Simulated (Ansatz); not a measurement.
# C₂H₈BFSi: up Jacob's ladder to CCSD(T)

One table from this session's results is given with a row withheld; the runs are named, their logs left out.

Method: functionals in def2-TZVPP, the program's frozen cores in correlated methods; program: Ansatz 0.2.0, Gaussian basis.

The runs, in order: LDA (SPW92), PBE-D4, revPBE-D4, BLYP-D4, r2SCAN-D4, B97M-V, PBE0-D4, B3LYP-D4, r2SCANh-D4, r2SCAN0-D4, HSE06-D4, BHLYP-D4, CAM-B3LYP-D4, LC-ωPBE, ωB97X-V, ωB97M-V, B2PLYP, PBE-QIDH; CCSD(T)/def2-SVP; CCSD(T)/def2-TZVPP; MP2/def2-QZVPP; extrapolation to the limit; RPA on PBE.

## The geometry

An earlier PBE0-D4 in a triple-zeta def2 set relaxation fixed the geometry.

SMILES `BC[SiH2]CF`, 13 atoms, charge 0, spin multiplicity 1.

Atoms are counted from 1 here; the program's logs count them from 0.

Bond lengths: B1–C2 1.532 Å, B1–H6 1.198 Å, B1–H7 1.198 Å, C2–Si3 1.889 Å, C2–H8 1.095 Å, C2–H9 1.094 Å, Si3–C4 1.896 Å, Si3–H10 1.485 Å, Si3–H11 1.488 Å, C4–F5 1.392 Å, C4–H12 1.095 Å, C4–H13 1.095 Å. Angles: C2–B1–H6 120.6°, C2–B1–H7 120.7°, H6–B1–H7 118.6°, B1–C2–Si3 107.3°, B1–C2–H8 114.9°, B1–C2–H9 115.0°, Si3–C2–H8 103.1°, Si3–C2–H9 104.7°, H8–C2–H9 110.6°, C2–Si3–C4 108.7°, C2–Si3–H10 111.0°, C2–Si3–H11 111.7°, C4–Si3–H10 109.2°, C4–Si3–H11 107.2°, H10–Si3–H11 109.1°, Si3–C4–F5 110.2°, Si3–C4–H12 111.2°, Si3–C4–H13 111.2° and more.

The first run:

Contents of in.yaml:

```yaml
crystal:
  periodic: [false, false, false]
  atoms:
    - {symbol: B, position_ang: [-0.581778, 1.546248, 1.606877]}
    - {symbol: C, position_ang: [-0.739879, 0.850867, 0.250891]}
    - {symbol: Si, position_ang: [0.551658, -0.525535, 0.171813]}
    - {symbol: C, position_ang: [0.444151, -1.364280, -1.525131]}
    - {symbol: F, position_ang: [0.613490, -0.424893, -2.537807]}
    - {symbol: H, position_ang: [0.213222, 2.431044, 1.749115]}
    - {symbol: H, position_ang: [-1.198603, 1.170192, 2.562965]}
    - {symbol: H, position_ang: [-0.493956, 1.471882, -0.617013]}
    - {symbol: H, position_ang: [-1.697722, 0.343095, 0.101029]}
    - {symbol: H, position_ang: [1.920882, 0.018787, 0.360595]}
    - {symbol: H, position_ang: [0.299589, -1.574846, 1.196874]}
    - {symbol: H, position_ang: [-0.529026, -1.846440, -1.668199]}
    - {symbol: H, position_ang: [1.218371, -2.130922, -1.637108]}
basis:
  gaussian: {orbitals: def2-TZVPP}
hamiltonian: {xc: lda}
output: {orbitals: {seedname: orbitals}}
```

Among the steps run: LDA; PBE-D4 (GGA); revPBE-D4 (GGA); BLYP-D4 (GGA); r2SCAN-D4 (meta-GGA); B97M-V (meta-GGA); PBE0-D4 (hybrid); B3LYP-D4 (hybrid); r2SCANh-D4 (hybrid); r2SCAN0-D4 (hybrid); HSE06-D4 (hybrid); BHLYP-D4 (hybrid); CAM-B3LYP-D4 (range-separated); LC-ωPBE (range-separated); ωB97X-V (range-separated); ωB97M-V (range-separated); B2PLYP (double hybrid); PBE-QIDH (double hybrid).

One table of the session follows, with a row left open; its other results are not shown here.

It belongs to the step «Orbital energies across the functionals». 

| functional | HOMO (eV) | LUMO (eV) | gap (eV) |
| --- | --- | --- | --- |
| LDA (SPW92) | -7.30 | -2.62 | 4.68 |
| PBE-D4 | -7.16 | -2.34 | 4.82 |
| revPBE-D4 | -7.10 | -2.22 | 4.88 |
| BLYP-D4 | -7.07 | -2.19 | 4.88 |
| r2SCAN-D4 | -7.45 | -1.98 | 5.47 |
| B97M-V | -7.60 | -2.09 | 5.51 |
| PBE0-D4 | -8.58 | -1.38 | 7.20 |
| B3LYP-D4 | ? | ? | ? |
| r2SCANh-D4 | -7.98 | -1.65 | 6.33 |
| r2SCAN0-D4 | -8.78 | -1.17 | 7.61 |
| HSE06-D4 | -8.18 | -1.76 | 6.42 |
| BHLYP-D4 | -9.91 | -0.37 | 9.54 |
| CAM-B3LYP-D4 | -9.99 | -0.31 | 9.68 |
| LC-ωPBE | -11.30 | 0.87 | 12.17 |
| ωB97X-V | -10.96 | 0.76 | 11.73 |
| ωB97M-V | -10.85 | 0.50 | 11.35 |

**Question.** Estimate the row for B3LYP-D4.

Worked estimate for «HOMO (eV)». Against the share of exact exchange, BLYP-D4 (0, -7.07), BHLYP-D4 (0.5, -9.91) give a slope of -5.68 per unit share; at 0.2 the line stands at -8.21.

The run gave: HOMO (eV): -8.37; LUMO (eV): -1.60; gap (eV): 6.77. In «HOMO (eV)» the line misses by +0.16.
